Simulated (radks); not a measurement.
# The Coulomb parameter U of the 5d shell of Ir

Aim: U as the second difference [E(n + 0.25) + E(n − 0.25) − 2E(n)]/0.25², with all orbitals relaxed. Bare: the atom's charge changes with n. Screened: the 6p shell takes up the change. The start is a model configuration, not necessarily the ground state.

Program: radks (a radial shooting solver on a logarithmic mesh, Libxc functionals) version 1. Level of theory: Dirac Kohn-Sham, PBE, spin-unpolarised, spherical densities, point nucleus; open shells are shared between the two j in proportion to 2j + 1. These are calculated values, not measurements, unless marked.

## 1. The system

| Quantity | Value |
| --- | --- |
| element | iridium (Z = 77) |
| charge | 0 |
| electrons | 77 |
| configuration | [Xe] 4f14 5d6 6s2 6p1 |

Outer shells as boxes (Hund's rule):

Ir
```
[Xe] core
4f [↑↓][↑↓][↑↓][↑↓][↑↓][↑↓][↑↓]
5d [↑↓][↑ ][↑ ][↑ ][↑ ]
6s [↑↓]
6p [↑ ][  ][  ]
```

## 2. Start: [Xe] 4f14 5d6 6s2 6p1

The run's settings:

```text
Z 77
configuration [Xe] 4f14 5d6 6s2 6p1
relativity Dirac
functional pbe,pbe
spin unpolarised
j_filling average
nucleus point
c 137.035999084
```

## 3. Bare +0.25: [Xe] 4f14 5d6.25 6s2 6p1

The run's settings:

```text
Z 77
configuration [Xe] 4f14 5d6.25 6s2 6p1
relativity Dirac
functional pbe,pbe
spin unpolarised
j_filling average
nucleus point
c 137.035999084
```

## 4. Bare -0.25: [Xe] 4f14 5d5.75 6s2 6p1

The run's settings:

```text
Z 77
configuration [Xe] 4f14 5d5.75 6s2 6p1
relativity Dirac
functional pbe,pbe
spin unpolarised
j_filling average
nucleus point
c 137.035999084
```

## 5. Screened +0.25: [Xe] 4f14 5d6.25 6s2 6p0.75

The run's settings:

```text
Z 77
configuration [Xe] 4f14 5d6.25 6s2 6p0.75
relativity Dirac
functional pbe,pbe
spin unpolarised
j_filling average
nucleus point
c 137.035999084
```

## 6. Screened -0.25: [Xe] 4f14 5d5.75 6s2 6p1.25

The run's settings:

```text
Z 77
configuration [Xe] 4f14 5d5.75 6s2 6p1.25
relativity Dirac
functional pbe,pbe
spin unpolarised
j_filling average
nucleus point
c 137.035999084
```

What does the calculation give?

The runs gave:

```
                  quantity  value (eV)
                   U, bare       9.386
         U, screened by 6p       2.442
F0(5d,5d), frozen orbitals      14.847
```

**Reading.** Relaxing the orbitals brings U down to 63 % of the Slater integral F0. Letting 6p compensate leaves 26 % of the bare value; this second difference measures U(5d,5d) + U(6p,6p) − 2U(5d,6p). The step up makes a negative ion, whose loosely bound charge lowers the bare value. A solid screens further than the bare atom, so the bare value is an upper guide for the U of a crystal.
